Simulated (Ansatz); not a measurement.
CrRu, space group P-6m2, an all-electron equation of state

Program: Ansatz 0.2.0 through its Python package.

Typed at the interpreter:
```pycon
>>> import ansatz as az
>>> from ase.eos import EquationOfState
>>> from ase.units import GPa
>>> import numpy as np
>>> SMEARING = "Marzari-Vanderbilt"
>>> MESH = (10, 10, 6)
>>> vectors0 = np.array([
...     [2.663748, 0.0, 0.0],
...     [-1.331874, 2.306873, 0.0],
...     [0.0, 0.0, 4.218014],
... ])
>>> sites = [
...     ("Cr", (2 / 3, 1 / 3, 0.0), 3),
...     ("Ru", (1 / 3, 2 / 3, 0.5), 0.0),
... ]
>>> def on_lattice(cell):
...     crystal = az.Crystal(lattice=az.Lattice.of(cell))
...     for symbol, position, moment in sites:
...         crystal = crystal.atom(symbol, position, moment=moment or None)
...     return crystal
...
>>> volumes, energies = [], []
>>> for scale in np.linspace(0.94, 1.06, 5):
...     cell = vectors0 * scale ** (1 / 3)
...     base = (
...         on_lattice(cell).calculation()
...         .functional(az.Functional.PBESOL)
...         .occupations(SMEARING, width=100 * az.meV)
...         .spin("collinear")
...         .kpoints(*MESH)
...         .pseudopotentials("all_electron", lapw=True)
...     )
...     summary = base.run(threads=1).report
...     volumes.append(abs(np.linalg.det(cell)) / len(sites))
...     energies.append(summary["free_energy_ev"] / len(sites))
...     print(f"{scale:.3f} {volumes[-1]:9.4f} A^3/atom {energies[-1]:16.5f} eV/atom  (estimated basis error {1000 * summary['lapw_basis_errors']['total_ev_per_atom']:.2f} meV/atom)")
...
RunWarning: the starting moments were not kept: the SCF closed with an absolute magnetisation of 9.8e-6 μB, where they sum to 3 μB in size (1 site). That is at most 0.1 of that sum. Measured as dr2_m measures the in/out step, that magnetisation stands 1.6e-11 [...]
0.940   12.1821 A^3/atom     -75899.98780 eV/atom  (estimated basis error 0.05 meV/atom)
0.970   12.5709 A^3/atom     -75899.99266 eV/atom  (estimated basis error 0.05 meV/atom)
1.000   12.9597 A^3/atom     -75899.97562 eV/atom  (estimated basis error 0.05 meV/atom)
1.030   13.3485 A^3/atom     -75899.94014 eV/atom  (estimated basis error 0.05 meV/atom)
1.060   13.7373 A^3/atom     -75899.88921 eV/atom  (estimated basis error 0.05 meV/atom)
>>> v0, e0, bulk = EquationOfState(volumes, energies, eos="birchmurnaghan").fit()
>>> print(f"V0 = {v0:.4f} A^3/atom, B0 = {bulk / GPa:.1f} GPa")
V0 = 12.4544 A^3/atom, B0 = 304.1 GPa
```

A third-order Birch-Murnaghan fit through the 5 points has its minimum at 12.45 Å³ an atom, 3.9 % below the typed cell, with a bulk modulus of 304 GPa and dB/dP = 4.6. From that minimum the energy rises by 5.9 meV an atom on the compressed side and 104.5 meV on the expanded side. The window is off centre, so dB/dP is rough.

Notes:
- All-electron totals depend on functional, relativistic treatment and basis; only differences at equal settings carry meaning.
- The SCF didn't keep the moments it started from (some shrank, vanished or turned); what is printed is the state reached.
- Shape and fractional positions are held along the curve, so the bulk modulus is an upper value where they are free to relax.
- The mesh is modest for a metal, so energies can be off by several to tens of meV an atom and pressures by half a GPa or more; differences at equal mesh fare better.
- This cell is a computed structure, which may not be the phase found in nature.
- Warnings are shown shortened and without file and line.
- Timing: 14 min on 1 thread of Arm Neoverse V2, with other jobs on the host, peak memory 0.65 GiB.

(Lines on the test bed's own set-up are left out of the output.)
